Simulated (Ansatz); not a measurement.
# InNH2Cl (SMILES [NH2][In][Cl]): U-r2SCAN/def2-SVP (core potential)

What is the energy change on altering one bond length of InNH2Cl at U-r2SCAN/def2-SVP (core potential)? 

Program for the calculation: Ansatz 0.2.0.

58 further runs of the same task are left out: 58 set aside as unsound or not needed.

**1. Starting point**

The species is InNH2Cl (5 atoms), meant as a doublet with charge 0. SMILES: `[NH2][In][Cl]`. Geometry: relaxed at PBE0-D4/def2-TZVP. This is one conformer, not always the lowest.

Bond lengths: N1–In2 2.072 Å, In2–Cl3 2.369 Å, N1–H4 1.015 Å, N1–H5 1.017 Å. Angles: N1–In2–Cl3 113.1°, In2–N1–H4 113.0°, In2–N1–H5 110.3°, H4–N1–H5 107.4°.

**2. A single-point energy at U-r2SCAN/def2-SVP (core potential)**

run.yaml reads:

```yaml
crystal:
  periodic: [false, false, false]
  atoms:
    - {symbol: "N", position_ang: [-0.142600, 0.808600, -0.493900]}
    - {symbol: In, position_ang: [-0.411600, -1.217800, -0.153300]}
    - {symbol: Cl, position_ang: [1.391500, -2.211500, 1.018700]}
    - {symbol: H, position_ang: [-0.999700, 1.283800, -0.756700]}
    - {symbol: H, position_ang: [0.212300, 1.263200, 0.343800]}
basis:
  gaussian: {orbitals: def2-SVP}
magnetization: {spin_polarized: true, initial_magnetization: 1}
hamiltonian: {xc: {name: r2SCAN}}
accuracy: high
output: {orbitals: {seedname: orbitals}}
```

On the command line:

```
$ ansatz run run.yaml --threads 1 --pin off --max-ram 2610MiB --events-out events.jsonl --progress --plain --runs-dir runs
```

What it wrote:

```text
Warning: RAYON_NUM_THREADS=1 ignored (pool sized by the plan → 1); use --threads N
Functional definition: r2SCAN
  name "r2SCAN"
  parameter k0 = 0.174
  parameter k1 = 0.065
  parameter a1 = 4.9479
  exchange = r2scan_x(k0 = k0, k1 = k1, a1 = a1)
  correlation = r2scan_c
1544 factors; integrals over basis functions are off by at most 3.3e-9 eV
mean field evaluation 1: about -19206.1522 eV, gradient 4.4e1 eV
mean field evaluation 2: about -19141.1453 eV, gradient 9.5e1 eV
mean field evaluation 4: about -19214.3496 eV, gradient 1.2e1 eV
mean field evaluation 8: about -19215.1625 eV, gradient 2.2e-1 eV
mean field evaluation 16: about -19215.1630 eV, gradient 1.8e-4 eV
mean field -19215.16304481 eV, -706.1442173913 hartree, gradient 2.4e-8 eV, S^2 0.757686; 0 other end points of the search recorded, 0 dependent functions left out
reference -19215.16305080 eV, -706.1442176116 hartree; 24, 23 occupied and 44, 45 virtual orbitals, 1544 factors
Total energy: -19215.16305080 eV, -706.1442176116 hartree
```

Run time: 22 s. Hardware: 1 thread of Arm Neoverse V1, shared host; peak memory 0.35 GiB.

**3. The distorted shape, same level**

run.yaml reads:

```yaml
crystal:
  periodic: [false, false, false]
  atoms:
    - {symbol: N, position_ang: [-1.044142, 1.305446, -1.079895]}
    - {symbol: In, position_ang: [-1.313142, -0.720954, -0.739295]}
    - {symbol: Cl, position_ang: [1.391500, -2.211500, 1.018700]}
    - {symbol: H, position_ang: [-1.901242, 1.780646, -1.342695]}
    - {symbol: H, position_ang: [-0.689242, 1.760046, -0.242195]}
basis:
  gaussian:
    orbitals: def2-SVP
magnetization:
  spin_polarized: true
  initial_magnetization: 1
hamiltonian:
  xc: {name: r2SCAN}
accuracy: high
output: {orbitals: {seedname: orbitals}}
```

On the command line:

```
$ ansatz run run.yaml --threads 1 --pin off --max-ram 2610MiB --events-out events.jsonl --progress --plain --runs-dir runs
```

What it wrote, shortened:

```text
Warning: RAYON_NUM_THREADS=1 ignored (pool sized by the plan → 1); use --threads N
[... 7 set-up lines as earlier in the session ...]
1503 factors; integrals over basis functions are off by at most 6.5e-9 eV
mean field evaluation 1: about -19202.5478 eV, gradient 4.5e1 eV
mean field evaluation 2: about -19095.5966 eV, gradient 1.1e2 eV
mean field evaluation 4: about -19191.6698 eV, gradient 5.2e1 eV
mean field evaluation 8: about -19213.3628 eV, gradient 2.8e0 eV
mean field evaluation 16: about -19213.4594 eV, gradient 1.5e-2 eV
mean field evaluation 32: about -19213.4594 eV, gradient 1.2e-6 eV
mean field -19213.45938045 eV, -706.0816088811 hartree, gradient 5.6e-8 eV, S^2 0.764192; 7 other end points of the search recorded, 0 dependent functions left out
reference -19213.45938618 eV, -706.0816090917 hartree; 24, 23 occupied and 44, 45 virtual orbitals, 1503 factors
Total energy: -19213.45938618 eV, -706.0816090917 hartree
```

It took 30 s on 1 thread of Arm Neoverse V1, shared host; peak memory 0.34 GiB.

**4. What came out**

At U-r2SCAN/def2-SVP (core potential):

| quantity | value |
| --- | --- |
| first shape: total energy | -706.14422 Eh |
| first shape: HOMO energy (highest over α and β) | -5.60 eV |
| first shape: LUMO energy (lowest over α and β) | -4.07 eV |
| first shape: ⟨S²⟩ | 0.758 |
| distorted shape: total energy | -706.08161 Eh |
| distorted shape: HOMO energy (highest over α and β) | -5.84 eV |
| distorted shape: LUMO energy (lowest over α and β) | -5.34 eV |
| distorted shape: ⟨S²⟩ | 0.764 |
| energy change with the In2–Cl3 bond stretched from 2.369 to 3.553 Å | 1.704 eV |

What this shows: With the In2–Cl3 bond stretched from 2.369 to 3.553 Å the energy rises by 1.70 eV (164 kJ/mol). The first shape isn't relaxed at this level, so the change isn't measured from a minimum.
